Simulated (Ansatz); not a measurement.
**FeCuSO: relaxing cell and atoms**

Wanted: the geometry at rest of FeCuSO (a database structure at a slightly changed volume), relaxing cell and atoms, and its electronic structure there.

Computed, not measured: Ansatz 0.2.0, DFT, PBE, with U_eff = 1.2 eV on Cu d, U_eff = 2.67 eV on Fe d, collinear spin, plane waves, PAW.

### 1 The cell

The structure is tetragonal, space group P4/nmm (No. 129). Conventional cell: a = 3.781 Å, b = 3.781 Å, c = 8.553 Å, α = 90.00°, β = 90.00°, γ = 90.00°. Around Cu (site symmetry -4m2) lie 4 S at 2.31 Å. Around S (site symmetry 4mm) lie 4 Cu at 2.31 Å. Fe (site symmetry -4m2) has 4 O at 1.99 Å as nearest neighbours. O (site symmetry 4mm) is surrounded by 4 Fe at 1.99 Å.

As a file:

```
Cu S Fe O
1.0
     3.78143    0.00000    0.00000
     0.00000    3.78143    0.00000
     0.00000    0.00000    8.55346
Cu S Fe O
2 2 2 2
Cartesian
  2.8361 0.9454 4.2767
  0.9454 2.8361 4.2767
  0.9454 0.9454 2.9441
  2.8361 2.8361 5.6094
  0.9454 2.8361 0.0000
  2.8361 0.9454 0.0000
  0.9454 0.9454 7.9171
  2.8361 2.8361 0.6364
```

The first density is read from a saved solution for the starting cell.

### 2 The walk to rest

input.yaml

```yaml
crystal:
  lattice:
    - [3.78143279, 0.0, 0.0]
    - [0.0, 3.78143279, 0.0]
    - [0.0, 0.0, 8.55346464]
  atoms:
    - { symbol: Cu, position: [0.75, 0.25, 0.5] }
    - { symbol: Cu, position: [0.25, 0.75, 0.5] }
    - { symbol: S, position: [0.25, 0.25, 0.3442] }
    - { symbol: S, position: [0.75, 0.75, 0.6558] }
    - { symbol: Fe, position: [0.25, 0.75, 0.0] }
    - { symbol: Fe, position: [0.75, 0.25, 0.0] }
    - { symbol: O, position: [0.25, 0.25, 0.9256] }
    - { symbol: O, position: [0.75, 0.75, 0.0744] }
  symmetry: { detect: false, time_reversal: true }
kpoints:
  mp_grid: { grid: [6, 6, 3], shift: [0, 0, 0] }
magnetization:
  spin_polarized: true
scf:
  occupations: { method: fermi_dirac }
  lower_state_search: "off"
hamiltonian:
  pseudopotentials: { kind: paw }
  xc: pbe
  hubbard:
    projectors: all-electron-ortho-atomic
    sites:
      - { species: Cu, l: d, u_eff: 1.2 }
      - { species: Fe, l: d, u_eff: 2.67 }
basis:
  ecutwfc: 420
  fft_grid_basis: typed
relax:
  max_steps: 60
  cell: { p_target: 0.0 }
output:
  forces: true
  stress: true
  eigenvalues: true
  bader: true
  populations: true
  elf: true
  write_potential: true
  volumetric_format: npy
  dos:
    e_range: [-12, 8]
    de: 0.05
    projected: { site_lists: { Cu: [Cu], Fe: [Fe], O: [O], S: [S] } }
  write_density: true
checkpoint:
  read: saved_state
```

The run is started by

```console
ansatz run input.yaml --threads 2 --pin off --max-ram 4096MiB --backend cpu --events-out ev --progress --plain --runs-dir out
```

Q: Predict the outcome of this session. Wanted: moves; energy gained; largest move; cell; volume; pressure at the end; gap; least direct gap; Bader charges.

As calculated:

| quantity | value |
| --- | --- |
| moves | 16 |
| energy gained | 142.4 meV/atom |
| largest move | 0.88 Å (Fe) |
| space group (0.01 Å), before / after | P4/nmm / Pmmn |
| cell | a = 3.870 Å, b = 3.438 Å, c = 8.449 Å, α = 90.00°, β = 90.00°, γ = 90.00° |
| volume | 14.05 Å³/atom (-8.1 %) |
| pressure at the end | 0.00 GPa |
| gap (mesh) | 0.40 eV, indirect |
| least direct gap | 0.46 eV |
| Bader charges | Cu +0.45, S -0.85, Fe +1.59, O -1.20 e |
| net moment | 0.00 μB per cell |
| largest moment | 4.00 μB on Fe (Bader basin) |

In words: The volume shrank by 8.1 %, and the largest move of an atom is 0.88 Å apart from the change of the cell; the energy fell by 142.4 meV per atom. The shape changed more than that tells: the edges moved by +2, -9, -1 %. Within 0.01 Å the space group went from P4/nmm to Pmmn. It is gapped: 0.40 eV, with the least direct gap at 0.46 eV; within 0.7 eV of the edges the states project mainly on S p (43 %), Cu d (34 %) and Fe d (12 %) below and Fe d (81 %) above. Fe loses most charge (+1.59 e on average) and O gains most (-1.20 e). Spin sits mostly on Fe (4.00 μB); the arrangement is compensated, with 0.00 μB net per cell.

Limits of this run: the program displaced the start to leave a saddle point; a band edge lies within two smearing widths of the Fermi level; one start, so the state may not be the lowest; gaps of Fe, Co and Ni magnets can come out low on these datasets.
